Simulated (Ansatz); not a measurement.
# CdAg: how the settings move a relaxation

Question: which choices in the input matter for CdAg?

Method: reference: DFT, PBEsol, PAW with Ansatz's default frozen-core files, scalar-relativistic, in Ansatz 0.2.0.

1 further run of the same task is left out (it didn't finish).

## 1. The system as given

The structure is orthorhombic, space group Amm2 (No. 38). Conventional cell: a = 3.647 Å, b = 2.261 Å, c = 4.138 Å, α = 90.00°, β = 90.00°, γ = 90.00°. Cd (site symmetry mm2) is surrounded by 6 Ag at 2.26 to 2.27 Å and 6 Cd at 2.26 to 2.36 Å. Ag (site symmetry mm2) has 6 Cd at 2.26 to 2.27 Å and 6 Ag at 2.26 to 2.36 Å as nearest neighbours.

As a file:

```cif
data_structure
_symmetry_space_group_name_H-M 'Amm2'
_symmetry_Int_Tables_number 38
_cell_length_a 3.6473
_cell_length_b 2.2612
_cell_length_c 4.1384
_cell_angle_alpha 90.000
_cell_angle_beta 90.000
_cell_angle_gamma 90.000
_cell_volume 34.13
loop_
_atom_site_label
_atom_site_type_symbol
_atom_site_symmetry_multiplicity
_atom_site_Wyckoff_symbol
_atom_site_fract_x
_atom_site_fract_y
_atom_site_fract_z
_atom_site_occupancy
Cd1 Cd 2 b 0.50000 0.50000 0.16056 1
Ag1 Ag 2 a 0.00000 0.00000 0.33944 1
```

## 2. The reference run

The input, input.yaml:

```yaml
crystal:
  lattice:
    - [3.6472815223, 0.0, 0.0]
    - [0.0, 1.1306092276, 2.0692032203]
    - [0.0, -1.1306092276, 2.0692032203]
  atoms:
    - { symbol: Cd, position: [0.5, 0.66055845, 0.66055845] }
    - { symbol: Ag, position: [0.0, 0.33944155, 0.33944155] }
kpoints:
  mp_grid: { grid: [8, 14, 14] }
scf:
  occupations: { method: fermi_dirac, width: 0.05 }
hamiltonian:
  xc: pbesol
  pseudopotentials: { kind: paw }
output:
  forces: true
  stress: true
relax:
  f_tol: 0.01
  max_steps: 30
  cell: { stress_tol: 0.66, fix: [volume] }
```

On the command line:

```console
$ ansatz run input.yaml --threads 1 --pin off --max-ram 2048MiB --backend cpu --events-out ev --progress --plain --runs-dir out
```

## 3. A run with other settings

input.yaml: that of step 2 with these lines changed.

```diff
@@ -14,3 +14,3 @@
   xc: pbesol
-  pseudopotentials: { kind: paw }
+  pseudopotentials: { kind: paw, source: jth }
 output:
```

(Steps that only read results are left out.)

Q: Predict the outcome of this session. Wanted: for each run, ending; energy change.

**Answer**, as computed:

```csv
run,ending,energy change,cycles,time
reference,converged,-,26,24 s
1: pseudopotentials.source jth,refused,-,-,0.02 s
```

What this shows: With the changed potentials the run ends refused. The structure is not at rest: the sound run finds 553 GPa, so these are no properties of the relaxed crystal.  1 of the 1 altered inputs did not end normally.
